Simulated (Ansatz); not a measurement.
Crystal: HfB.

```
Hf B
1.0
     0.00000    2.31000    2.31000
     2.31000    0.00000    2.31000
     2.31000    2.31000    0.00000
Hf B
1 1
Direct
  0.50000 0.50000 0.50000
  0.00000 0.00000 0.00000
```

Base run:

```yaml
Program: Ansatz 0.2.0
Functional: LDA
Potentials_or_basis: Ansatz PAW
Cutoff: "420 eV (not typed: the program's choice for these potentials)"
k_mesh: 10 × 10 × 10
Occupations: fermi-dirac, width 0.05 eV
Spin: no spin polarisation
```

Its results: band gap on the k mesh none (metal or under the smearing width); pressure 17.9 GPa.

**Question.** The run is repeated on the same cell with these changes: functional from LDA to r2SCAN; cutoff from 420 eV (not typed: the program's choice for these potentials) to 500 eV (not typed: the program's choice for these potentials). What comes out?

**Answer.** Band gap on the k mesh none (metal or under the smearing width); pressure 28.9 GPa.

Caveats: spin-orbit coupling is left out, which moves the levels of the heavy elements; the PAW data sets come from PBE, with cores solved anew for the run's functional, which leaves a small shift of forces and pressure; a pressure of tens of GPa on the cell as given is suspect, and the run, the potentials or the cell itself is likely at fault (some runs).
